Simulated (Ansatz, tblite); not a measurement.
# Al16N16 zinc blende ring sphere (Al16N16H36): one state, many levels

How do method and basis change the picture of Al16N16 zinc blende ring sphere (Al16N16H36) (singlet)?

Computed with Ansatz 0.2.0, Gaussian basis. Level: as each input shows.

Plan: GFN1-xTB, GFN2-xTB, PBE-D4/def2-SVP, r2SCAN-D4/def2-SVP.

1 further run of the same task is left out (set aside as unsound or not needed). Runs told in other sessions of the task aren't counted.

**1. The structure**

The geometry is that of the singlet, from an earlier relaxation (r2SCAN-D4/def2-SVP).

68 atoms, charge 0, spin multiplicity 1.

Bond lengths: Al1–N17 1.932 Å, Al1–N19 1.932 Å, Al1–N21 1.900 Å, Al1–H33 1.590 Å, Al2–N18 1.901 Å, Al2–N19 2.002 Å, Al2–N22 1.899 Å, Al2–H34 1.587 Å, Al3–N20 1.932 Å, Al3–N21 1.900 Å, Al3–N23 1.932 Å, Al3–H35 1.590 Å, Al4–N20 2.001 Å, Al4–N22 1.899 Å, Al4–N24 1.901 Å, Al4–H36 1.587 Å, Al5–N18 1.984 Å, Al5–N26 1.949 Å and more. Angles: N17–Al1–N19 97.1°, N17–Al1–N21 109.2°, N17–Al1–H33 112.1°, N19–Al1–N21 109.2°, N19–Al1–H33 112.1°, N21–Al1–H33 115.5°, N18–Al2–N19 102.1°, N18–Al2–N22 107.5°, N18–Al2–H34 117.3°, N19–Al2–N22 106.0°, N19–Al2–H34 102.9°, N22–Al2–H34 118.9°, N20–Al3–N21 109.2°, N20–Al3–N23 97.1°, N20–Al3–H35 112.1°, N21–Al3–N23 109.2°, N21–Al3–H35 115.5°, N23–Al3–H35 112.1° and more.

PBE0-D4/def2-SVP was run before; its log isn't repeated, and its numbers join the tables.

**2. GFN1-xTB**

Tight binding, by tblite at 300 K electronic temperature and without a spin-polarisation term:

```python
tblite.interface.Calculator('GFN1-xTB', numbers, positions, charge=0, uhf=0).singlepoint()
```

Energy -2504.5901 eV, HOMO -8.90 eV, LUMO -4.83 eV; 0.66 s.

**3. GFN2-xTB**

Tight binding, by tblite at 300 K electronic temperature and without a spin-polarisation term:

```python
tblite.interface.Calculator('GFN2-xTB', numbers, positions, charge=0, uhf=0).singlepoint()
```

Energy -2279.9852 eV, HOMO -9.85 eV, LUMO -5.83 eV; 0.58 s.

**4. PBE-D4/def2-SVP**

start.molden holds the orbitals of an earlier run on this state, given as this run's starting guess.

in.yaml reads:

```yaml
crystal:
  periodic: [false, false, false]
  atoms:
    - {symbol: Al, position_ang: [-2.364825, -2.362353, 0.212743]}
    - {symbol: Al, position_ang: [-2.312422, -0.006652, -2.192637]}
    - {symbol: Al, position_ang: [-2.363415, -0.206540, 2.364433]}
    - {symbol: Al, position_ang: [-2.310255, 2.194573, 0.004678]}
    - {symbol: Al, position_ang: [-0.087272, -0.089944, -4.446154]}
    - {symbol: Al, position_ang: [-0.008170, -2.313592, -2.191687]}
    - {symbol: Al, position_ang: [-0.094246, -0.094212, 0.094292]}
    - {symbol: Al, position_ang: [2.191840, -2.313067, 0.007323]}
    - {symbol: Al, position_ang: [2.142678, -0.152268, -2.144144]}
    - {symbol: Al, position_ang: [-0.210591, -2.360928, 2.366254]}
    - {symbol: Al, position_ang: [2.194606, -0.005138, 2.310679]}
    - {symbol: Al, position_ang: [-0.148502, 2.141801, -2.145648]}
    - {symbol: Al, position_ang: [-0.083582, 4.446062, 0.082143]}
    - {symbol: Al, position_ang: [2.144682, 2.142516, 0.146419]}
    - {symbol: Al, position_ang: [-0.003920, 2.195092, 2.309812]}
    - {symbol: Al, position_ang: [4.446055, -0.088281, 0.084235]}
    - {symbol: N, position_ang: [-1.299830, -3.346303, -1.064289]}
    - {symbol: N, position_ang: [-1.162639, -1.162915, -3.169733]}
    - {symbol: N, position_ang: [-3.347021, -1.297166, -1.065572]}
    - {symbol: N, position_ang: [-3.345116, 1.070812, 1.297772]}
    - {symbol: N, position_ang: [-1.230482, -1.228229, 1.231559]}
    - {symbol: N, position_ang: [-1.231596, 0.989044, -0.989861]}
    - {symbol: N, position_ang: [-1.296416, 1.071130, 3.345502]}
    - {symbol: N, position_ang: [-1.158557, 3.172291, 1.158501]}
    - {symbol: N, position_ang: [1.066232, -3.345176, 1.301251]}
    - {symbol: N, position_ang: [0.946371, 0.943456, -3.157078]}
    - {symbol: N, position_ang: [0.988078, -1.233590, -0.988567]}
    - {symbol: N, position_ang: [0.990292, 0.989630, 1.230725]}
    - {symbol: N, position_ang: [3.170748, -1.161664, 1.160353]}
    - {symbol: N, position_ang: [3.155885, 0.944317, -0.948880]}
    - {symbol: N, position_ang: [1.068028, -1.294612, 3.346954]}
    - {symbol: N, position_ang: [0.948223, 3.154550, -0.950055]}
    - {symbol: H, position_ang: [-3.318420, -3.314925, 1.056237]}
    - {symbol: H, position_ang: [-3.449715, 0.744535, -3.004687]}
    - {symbol: H, position_ang: [-3.317049, -1.047957, 3.318785]}
    - {symbol: H, position_ang: [-3.447233, 3.006637, -0.746981]}
    - {symbol: H, position_ang: [-1.096264, 0.849354, -5.255186]}
    - {symbol: H, position_ang: [0.851984, -1.100829, -5.252889]}
    - {symbol: H, position_ang: [0.741997, -3.452139, -3.002925]}
    - {symbol: H, position_ang: [3.002419, -3.452118, -0.742855]}
    - {symbol: H, position_ang: [3.054153, -1.081468, -3.055566]}
    - {symbol: H, position_ang: [-1.053379, -3.312502, 3.321441]}
    - {symbol: H, position_ang: [3.007768, 0.746677, 3.446764]}
    - {symbol: H, position_ang: [-1.076040, 3.053630, -3.058455]}
    - {symbol: H, position_ang: [-1.093073, 5.253674, -0.857851]}
    - {symbol: H, position_ang: [0.856878, 5.254445, 1.090560]}
    - {symbol: H, position_ang: [3.057524, 3.055044, 1.073265]}
    - {symbol: H, position_ang: [0.748234, 3.007170, 3.446482]}
    - {symbol: H, position_ang: [5.253591, -1.098744, -0.854799]}
    - {symbol: H, position_ang: [5.254496, 0.851841, 1.092959]}
    - {symbol: H, position_ang: [-1.927838, -3.809585, -1.732362]}
    - {symbol: H, position_ang: [-0.808098, -4.146671, -0.657403]}
    - {symbol: H, position_ang: [-1.727394, -1.727346, -3.819967]}
    - {symbol: H, position_ang: [-3.809523, -1.925120, -1.734262]}
    - {symbol: H, position_ang: [-4.147832, -0.805298, -0.659704]}
    - {symbol: H, position_ang: [-4.146655, 0.665082, 0.806979]}
    - {symbol: H, position_ang: [-3.806453, 1.741003, 1.924957]}
    - {symbol: H, position_ang: [-1.923363, 1.741309, 3.807207]}
    - {symbol: H, position_ang: [-0.805544, 0.665235, 4.146888]}
    - {symbol: H, position_ang: [-1.722259, 3.823869, 1.722431]}
    - {symbol: H, position_ang: [0.659863, -4.146928, 0.811355]}
    - {symbol: H, position_ang: [1.735632, -3.806495, 1.929300]}
    - {symbol: H, position_ang: [1.534185, 1.529861, -3.768154]}
    - {symbol: H, position_ang: [3.821565, -1.725704, 1.724831]}
    - {symbol: H, position_ang: [3.766220, 1.530911, -1.537272]}
    - {symbol: H, position_ang: [0.662317, -0.801519, 4.147062]}
    - {symbol: H, position_ang: [1.736576, -1.921985, 3.810434]}
    - {symbol: H, position_ang: [1.535833, 3.764392, -1.537972]}
basis:
  gaussian: {orbitals: def2-SVP, fitting: {mean_field: def2-universal-jkfit}, initial_orbitals: start.molden}
hamiltonian: {xc: pbe, dispersion: d4}
scf: {omitted_lower_state_checks: [starts]}
output: {orbitals: {seedname: orbitals}}
```

Started as:

```sh
> ansatz run in.yaml --threads 4 --pin off --events-out ev --progress --plain --max-ram 66560MiB --backend cuda --devices 0, --max-vram 37GiB
```

The runs that follow: r2SCAN-D4/def2-SVP.

**Question.** What will the summary of the whole plan be? Wanted: gap in def2-SVP, named functionals, smallest and largest; binding an atom, functionals in def2-SVP.

The runs gave:

| quantity | value |
| --- | --- |
| gap in def2-SVP, named functionals, smallest and largest | 4.03 eV (PBE-D4), 6.14 eV (PBE0-D4) |
| binding an atom, functionals in def2-SVP | 3.78 (PBE0-D4) to 3.83 eV (PBE-D4) |

What this shows: Orbital gaps of the named functionals in def2-SVP span 4.03 eV (PBE-D4) to 6.14 eV (PBE0-D4); exact exchange widens it.
